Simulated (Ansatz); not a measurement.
Geometry optimisation, DFT PBEsol, scalar-relativistic, plane waves, PAW (Ansatz 0.2.0).

The input (input.yaml):

```yaml
crystal:
  lattice:
    - [0.0, 4.588531, 4.588531]
    - [4.588531, 0.0, 4.588531]
    - [4.588531, 4.588531, 0.0]
  atoms:
    - { symbol: Zr, position: [0.25000001, 0.25000001, 0.25000001] }
    - { symbol: "N", position: [0.0, 0.0, 0.0] }
    - { symbol: Zr, position: [0.25000001, 0.25000001, 0.75000003] }
    - { symbol: "N", position: [0.0, 0.0, 0.50000002] }
    - { symbol: Zr, position: [0.25000001, 0.75000003, 0.25000001] }
    - { symbol: "N", position: [0.0, 0.50000002, 0.0] }
    - { symbol: Zr, position: [0.25000001, 0.75000003, 0.75000003] }
    - { symbol: "N", position: [0.0, 0.50000002, 0.50000002] }
    - { symbol: Zr, position: [0.75000003, 0.25000001, 0.25000001] }
    - { symbol: "N", position: [0.50000002, 0.0, 0.0] }
    - { symbol: Zr, position: [0.75000003, 0.25000001, 0.75000003] }
    - { symbol: "N", position: [0.50000002, 0.0, 0.50000002] }
    - { symbol: Zr, position: [0.75000003, 0.75000003, 0.25000001] }
    - { symbol: "N", position: [0.50000002, 0.50000002, 0.0] }
    - { symbol: Zr, position: [0.75000003, 0.75000003, 0.75000003] }
    - { symbol: "N", position: [0.50000002, 0.50000002, 0.50000002] }
    - { symbol: "N", position: [0.12185758, 0.61402598, 0.63560276] }
basis:
  ecutwfc: 420.0
kpoints:
  mp_grid: { grid: [3, 3, 3] }
hamiltonian:
  xc: pbesol
  pseudopotentials: { kind: paw, azcp: { folder: soft_1 } }
scf:
  occupations: { method: gaussian, width: 0.05 }
  lower_state_search: "off"
relax:
  f_tol: 0.03
  max_steps: 60
  adjacent_minimum: "off"
```

Command:

```bash
$ ansatz run input.yaml --threads 4 --pin off --max-ram 10240MiB --backend cpu --events-out ev --progress --plain --runs-dir out
```

Question: Where does it end, and by what steps?

Answer: The run converged. The force dipped under the threshold on the way, but the program's further checks kept it going. Limits of this set-up: coarse k mesh, odd electron count without spin, PAW files made for another functional, a small cell, in which the defect meets its images, a typed lattice constant that wasn't relaxed here. After 22 steps the energy has fallen by 2.447 eV; N6 moved furthest, 0.24 Å.

```csv
step,energy less start (eV),largest force component (eV/Å),accepted
0,0.0000,2.933,yes
1,-2.2298,1.055,yes
2,-2.3953,0.421,yes
3,-2.4457,0.052,yes
4,-2.4462,0.018,yes
5,-2.4463,0.006,yes
6,-2.4463,0.006,yes
7,-0.9237,2.110,no
8,-2.4463,0.007,yes
9,-2.0701,0.935,no
10,-2.4464,0.010,yes
11,-2.4464,0.012,yes
12,-2.4465,0.014,yes
13,-2.4465,0.016,yes
14,-2.4466,0.017,yes
15,-2.4466,0.019,yes
16,-2.4467,0.020,yes
17,-2.4468,0.021,yes
18,-0.1443,2.704,no
19,-2.4469,0.020,yes
20,-2.4342,0.179,no
21,-2.4471,0.013,yes
22,-2.4470,0.026,yes
```

```xyz
17
Lattice="0.0000 4.5885 4.5885 4.5885 0.0000 4.5885 4.5885 4.5885 0.0000" Properties=species:S:1:pos:R:3
Zr 2.313 2.278 2.291
N -0.002 0.004 0.017
Zr 4.580 4.599 2.296
N 2.433 2.158 0.138
Zr 4.580 2.288 4.580
N 2.432 0.140 2.149
Zr 6.891 4.599 4.580
N 4.451 2.159 2.148
Zr 2.313 4.609 4.584
N -0.002 2.294 2.269
Zr 4.569 6.866 4.584
N 2.295 4.592 2.270
Zr 4.570 4.609 6.880
N 2.296 2.294 4.606
Zr 6.891 6.876 6.885
N 4.451 4.729 4.726
N 5.736 3.443 3.438
```

Whether the end is a true minimum wasn't checked by a vibrational analysis.

Run time: 92 s on 4 threads of Intel(R) Xeon(R) Platinum 8259CL CPU @ 2.50GHz (Skylake/Cascade Lake) (shared host), peak memory 0.82 GiB.
